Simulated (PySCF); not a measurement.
**GaAs−: from the state search to spectroscopic constants**

The task here is to estimate one member of a computed series from the others.

Program: PySCF 2.14.0. Level of theory: Ga def2-TZVPPD, As def2-TZVPPD, no relativity. These are calculated values, not measurements.

2 further runs of the same task are left out: 2 set aside as unsound or not needed.

The first run:

The job is set up so:

| Quantity | Value |
| --- | --- |
| atoms | Ga, As |
| charge | -1 |
| basis | Ga def2-TZVPPD, As def2-TZVPPD |
| Hamiltonian | no relativity |
| basis functions | 108 |
| electrons treated | 65 |
| masses in u | 68.9256, 74.9216 |
| levels | PBE0, PBE, r²SCAN, BLYP, M06-2X, M06-L, PBEsol, B2PLYP, ωB97X-V, SCS-MP2 |
| grid | 80 radial by 434 angular points |
| occupations | held fixed by the projection of orbital angular momentum |
| dissociation limit | Ga + As−, each in its ground configuration |
| starting distance in angstrom | 2.480 |
| values of 2S to try | 1, 3 |

Command:

```
$ OMP_NUM_THREADS=2 python dia.py task.json out
```

Steps of the session up to this table: Set-up; PBE0 along the bond; Higher solutions at PBE0; PBE (GGA); r²SCAN (meta-GGA); BLYP (GGA); M06-2X; M06-L (meta-GGA); PBEsol (GGA); B2PLYP (double hybrid); ωB97X-V.

One of the session's tables, all rows but one given; the rest of the session is left out.

It belongs to the step «The curves together». Energy (eV) from each level's lowest point:

```
R (Å)  ROHF-SCS-MP2    PBE  PBEsol   BLYP  r²SCAN
1.915         1.170  1.146   1.023  1.247   1.020
2.004         0.518  0.523   0.440  0.596   0.434
2.093         0.151  0.175   0.129  0.221   0.124
2.160         0.024  0.046   0.024  0.071   0.021
2.227         0.000  0.000   0.000  0.004   0.000
2.294         0.053  0.017   0.037  0.000   0.040
2.383         0.197  0.109   0.153  0.065   0.161
2.494         0.446  0.298   0.369  0.221   0.383
2.628             ?      ?       ?      ?       ?
2.806         1.302  1.001   1.130  0.838   1.146
```

**Question.** Estimate the row for R (Å) = 2.628.

Worked estimate for «ROHF-SCS-MP2». A straight line through the neighbours (2.494, 0.446) and (2.806, 1.302) gives 0.446 + (1.302 − 0.446) × (2.628 − 2.494) / (2.806 − 2.494) = 0.814; a parabola fitted to 3 rows on both sides gives 0.785.

The run gave: ROHF-SCS-MP2: 0.798; PBE: 0.584; PBEsol: 0.683; BLYP: 0.468; r²SCAN: 0.702. In «ROHF-SCS-MP2» the line misses by +0.016 and the parabola by -0.013.
